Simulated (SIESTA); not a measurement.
## Ga3Se under changes of volume

One of the cells (22.206 Å³/atom); the others are scaled copies at fixed shape and fractional positions:

```
CELL_PARAMETERS angstrom
4.46182 0.00000 0.00000
0.00000 4.46182 0.00000
0.00000 0.00000 4.46182
ATOMIC_POSITIONS crystal
Se 0.00000 0.00000 0.00000
Ga 0.50000 0.50000 0.00000
Ga 0.50000 0.00000 0.50000
Ga 0.00000 0.50000 0.50000
```

The cell comes from a database or a generator and needn't be the stable form of this composition.

- Program: SIESTA 5.4.2
- Functional: PBE
- Potentials or basis: PseudoDojo 0.4 standard (PBE files)
- Basis: DZP (energy shift 0.003 Ry; two zetas on semicore shells)
- Grid cutoff: 800 Ry
- Energy shift: 0.003 Ry
- k mesh: 6 × 6 × 6
- Occupations: fermi-dirac, width 0.05 eV
- Spin: no spin polarisation

```tsv
volume (Å³/atom)	energy over the lowest point (meV/atom)	pressure (GPa)
20.465	14.23	3.6
20.900	6.64	2.2
21.335	2.05	1.3
22.206	0.00	-0.6
22.642	2.63	-1.2
23.077	?	?
```

Q: What does the run at 23.077 Å³/atom give?

A: Energy over the lowest point 6.57 meV/atom; pressure -1.7 GPa.

Worked out: A Birch-Murnaghan fit of order 3 (a polynomial in V^(-2/3)) to the other rows has its minimum at 21.94 Å³/atom with B0 = V·E''(V) = 44 GPa (rough, since the energies scatter). It gives 7.33 meV/atom at 23.077 Å³/atom, against the run's 6.57, and -dE/dV = -2.1 GPa, against -1.7.

Energies are extrapolated to zero smearing.

Caveats: the basis of atomic orbitals isn't converged, which shifts pressures, moduli and gaps.
